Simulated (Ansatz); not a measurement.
# ClGaH2O2: the cost of one run

Program: Ansatz 0.2.0. Level of theory: RHF/def2-SVP. These are calculated values, not measurements.

**1. The system as given**

Bond lengths: Ga1–Cl2 2.240 Å, Ga1–O3 1.790 Å, O3–H4 1.010 Å, Ga1–O5 1.790 Å, O5–H6 1.010 Å. Angles: Cl2–Ga1–O3 120.0°, Cl2–Ga1–O5 120.0°, O3–Ga1–O5 120.0°, Ga1–O3–H4 109.5°, Ga1–O5–H6 109.5°.

As a file:

```xyz
6

Ga    0.0000    0.0000    0.0000
Cl    0.0000    0.0000    2.2400
O     1.5501    0.0000   -0.8950
H     1.8500   -0.9519   -1.0499
O    -1.5501    0.0000   -0.8950
H    -2.0598   -0.8467   -0.6865
```

**2. Relaxing the start**

File input.yaml:

```yaml
crystal:
  periodic: [false, false, false]
  atoms:
    - { symbol: Ga, position_ang: [0.0, 0.0, 0.0] }
    - { symbol: Cl, position_ang: [0.0, 0.0, 2.24] }
    - { symbol: O, position_ang: [1.5501, 0.0, -0.895] }
    - { symbol: H, position_ang: [1.85, -0.9519, -1.0499] }
    - { symbol: O, position_ang: [-1.5501, 0.0, -0.895] }
    - { symbol: H, position_ang: [-2.0598, -0.8467, -0.6865] }
basis:
  gaussian: { orbitals: def2-SVP }
hamiltonian:
  xc: hf
relax:
  f_tol: 0.02
  max_steps: 40
output:
  orbitals: {}
```

On the command line:

```console
ansatz run input.yaml --threads 1 --pin off --max-ram 2048MiB --backend cpu --events-out ev --progress --plain --runs-dir out
```

Q: Estimate wall time and peak memory on 1 thread of Arm Neoverse V1, shared host.

About 26 s, with a peak of 0.18 GiB.
